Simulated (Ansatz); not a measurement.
Pt3Rh:

```xyz
4
Lattice="-1.9560 1.9560 3.9285 1.9560 -1.9560 3.9285 1.9560 1.9560 -3.9285" Properties=species:S:1:pos:R:3 pbc="T T T"
Pt    0.0000    0.0000    3.9285
Pt    1.9560    0.0000    1.9642
Pt    0.0000    1.9560    1.9642
Rh    0.0000    0.0000    0.0000
```

The cell comes from a database or a generator and needn't be the stable form of this composition.

Base run:

| Property | Result |
| --- | --- |
| Program | Ansatz 0.2.0 |
| Functional | LDA |
| Potentials or basis | all-electron LAPW, scalar-relativistic |
| Cutoff | 252 eV (chosen from the basis error) |
| Basis error allowed | 0.002 eV/atom |
| k mesh | 10 × 10 × 10 |
| Occupations | fermi-dirac, width 0.05 eV |
| Spin | no spin polarisation |

Its results: pressure -12.3 GPa.

**Question.** The run is repeated on the same cell with these changes: functional from LDA to PBEsol. What comes out?

**Answer.** Pressure -6.9 GPa.

PBEsol binds less tightly than LDA, so the same cell stands under more pressure.
